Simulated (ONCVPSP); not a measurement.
# An ONCV potential for Fe, from input to tests

Task: generate the file, and judge it by its errors in other configurations, its logarithmic derivatives, its ghosts and its cutoff.

Program: ONCVPSP 4.0.1. Reference atom: PBE, scalar-relativistic, spherical and spin-unpolarised. All values are calculated.

## 1. The atom and the settings

Typed settings, in words:

```
element                 : iron (Fe, Z = 26)
type                    : optimised norm-conserving Vanderbilt (ONCV)
frozen core             : [Ar]
valence charge          : 8
reference configuration : 3d6 4s1.75 4p0.25
partial waves           : 4s: rc 2.10 bohr, ncon 5, nbas 8, qcut 3 1/bohr, 2 projectors, debl 1.3 Ha; 4p: rc 2.65 bohr, ncon 4, nbas 9, qcut 2.8 1/bohr, 2 projectors, debl 1.9 Ha; 3d: rc 1.55 bohr, ncon 4, nbas 9, qcut 11.6 1/bohr, 2 projectors, debl 0.5 Ha
local potential         : polynomial inside 1.50 bohr (lpopt 4, dvloc0 0 Ha)
core correction         : not asked for
```

An earlier all-electron run gives the scale for the radii.

All-electron outer shells of the reference configuration (PBE, scalar-relativistic, ld1.x):

| shell | level (eV) | outermost node (bohr) | outermost maximum (bohr) |
| --- | --- | --- | --- |
| 3s | -94.48 | 0.33 | 0.70 |
| 3p | -60.51 | 0.30 | 0.72 |
| 3d | -7.96 | – | 0.71 |
| 4s | -5.59 | 1.00 | 2.41 |
| 4p | -1.55 | 1.10 | 3.29 |

## 2. Generating the potential

Input file Fe.dat:

```
# ATOM AND REFERENCE CONFIGURATION
# atsym  z   nc   nv     iexc    psfile
  Fe 26.00    5    3        4      upf
#
#   n    l    f
    1    0    2.00
    2    0    2.00
    2    1    6.00
    3    0    2.00
    3    1    6.00
    3    2    6.00
    4    0    1.75
    4    1    0.25
#
# PSEUDOPOTENTIAL AND OPTIMIZATION
# lmax
    2
#
#   l,   rc,      ep,       ncon, nbas, qcut
    0    2.10    0.00    5    8    3.00
    1    2.65    0.00    4    9    2.80
    2    1.55    0.00    4    9   11.60
#
# LOCAL POTENTIAL
# lloc, lpopt,  rc(5),   dvloc0
    4    4    1.50    0.00
#
# VANDERBILT-KLEINMAN-BYLANDER PROJECTORs
# l, nproj, debl
    0    2    1.30
    1    2    1.90
    2    2    0.50
#
# MODEL CORE CHARGE
# icmod, fcfact, rcfact
    0    0.00    0.00
#
# LOG DERIVATIVE ANALYSIS
# epsh1, epsh2, depsh
   -2.00    5.00    0.02
#
# OUTPUT GRID
# rlmax, drl
    6.00    0.01
#
# TEST CONFIGURATIONS
# ncnf
    4
# nvcnf
#   n    l    f
    3
    3    2    6.00
    4    0    2.00
    4    1    0.00
#
    3
    3    2    6.00
    4    0    1.00
    4    1    0.00
#
    3
    3    2    6.00
    4    0    0.00
    4    1    0.00
#
    3
    3    2    5.00
    4    0    2.00
    4    1    1.00
#
```

Run with:

```
$ oncvpsp.x < Fe.dat > Fe.out
```

**Question.** What will these runs give? Wanted: cutoffs for 1 and 0.1 mHa per electron, occupied waves; bound ghosts; GHOST(+) flags; largest test error; largest phase difference near zero energy, channels read.

**Answer**, as computed:

| quantity | value |
| --- | --- |
| cutoffs for 1 and 0.1 mHa per electron, occupied waves | 46 Ha and 53 Ha |
| bound ghosts | none found |
| GHOST(+) flags | s at 54 eV |
| largest test error (AE − PS) | -139 meV, for 3d5 4s2 4p1 (1 test unsolved) |
| largest phase difference near zero energy, channels read | 0.002 rad |

What this shows: By total energies transferability is poor: the largest error is 139 meV on 7.7 eV, for 3d5 4s2 4p1. Of the tests 1 gave no usable energy difference, which is a warning in itself. It counts as hard, with 46 Ha needed at the looser tolerance. At the looser tolerance the 3d wave is the slowest; 4s needs 4 Ha. The program's ghost test flags no bound state. Near zero energy the phases of the channels with partial waves agree within 0.002 rad. The program also flags highly localised states, GHOST(+) (s). All of this concerns the isolated atom, not yet a solid.
